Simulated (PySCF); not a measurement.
**CsSn+: bond curves at several levels of theory**

Aim: find the lowest electronic state of CsSn+, scan its bond at several levels of theory, and get bond length, wavenumber and dissociation energy from each curve.

The runs use PySCF 2.14.0; Cs def2-SVPD with ECP46, Sn def2-SVPD with ECP28, scalar-relativistic core potentials.

**1. Set-up**

The job is set up so:

```
atoms                         : Cs, Sn
charge                        : 1
basis                         : Cs def2-SVPD with ECP46, Sn def2-SVPD with ECP28
Hamiltonian                   : scalar-relativistic core potentials
basis functions               : 59
electrons treated             : 30
masses in u                   : 132.9054, 119.9022
levels                        : PBE0, PBE, r²SCAN, BP86, revPBE, r²SCAN0, HSE06, HF, MP2, SCS-MP2, CCSD, CCSD(T)
grid                          : 80 radial by 434 angular points
occupations                   : held fixed by the projection of orbital angular momentum
dissociation limit            : Cs+ + Sn, each in its ground configuration
starting distance in angstrom : 3.655
values of 2S to try           : 0, 2
```

The run is started by

```console
OMP_NUM_THREADS=1 python dia.py task.json out
```

After this run come: The PBE0 curve of the state that the search chose; Other states along the same grid; PBE; r²SCAN (meta-GGA); BP86 (GGA); revPBE; r²SCAN0; HSE06; UHF; Adding correlation.

Q: Predict the outcome of this session. Wanted: for each run, Re; ωe; De; μ.

The runs gave:

Lowest PBE0 solution found, without spin–orbit coupling: ³Π (triplet), unpaired electrons σ ↑, π ↑. State 2 has its PBE0 minimum 0.28 eV higher, as a spin-mixed determinant (⟨S²⟩ = 1.01), so this is no gap between pure states. The other levels ran on the lowest alone.

```tsv
level	Re (Å)	ωe (cm⁻¹)	De (eV)	μ (D)
UHF	4.540	34.1	0.199	-8.18
UHF-MP2	4.382	38.6	0.250	n/a
UHF-SCS-MP2	4.406	37.9	0.241	n/a
UHF-CCSD	4.389	38.5	0.248	n/a
UHF-CCSD(T)	4.382	38.7	0.251	n/a
PBE	4.277	40.3	0.291	-6.89
revPBE	4.380	36.8	0.259	-7.19
BP86	4.309	38.9	0.259	-7.04
r²SCAN	4.317	39.0	0.252	-7.32
PBE0	4.272	40.5	0.268	-7.12
r²SCAN0	4.291	40.0	0.252	-7.33
HSE06	4.273	40.6	0.273	-7.09
```

De is counted to Cs+ + Sn in their ground configurations. A positive dipole points from Cs to Sn; in an ion it is taken about the centre of mass and does not tell which atom is negative.

Bond lengths run from 4.272 Å (PBE0) to 4.540 Å (UHF). CCSD(T) can't serve as the judge here: for a weak bond in this basis it is far from its limit. Among the levels with a De in the table, it runs from 0.199 eV (UHF) to 0.291 eV (PBE).

Correlated steps freeze 4 core orbitals. These are scalar-relativistic numbers at best; spin–orbit coupling would shift them, the dissociation energy most. The bond is weak, and basis-set superposition, which was not computed, may be a sizeable part of it. With spin–orbit coupling the term label itself may not hold.
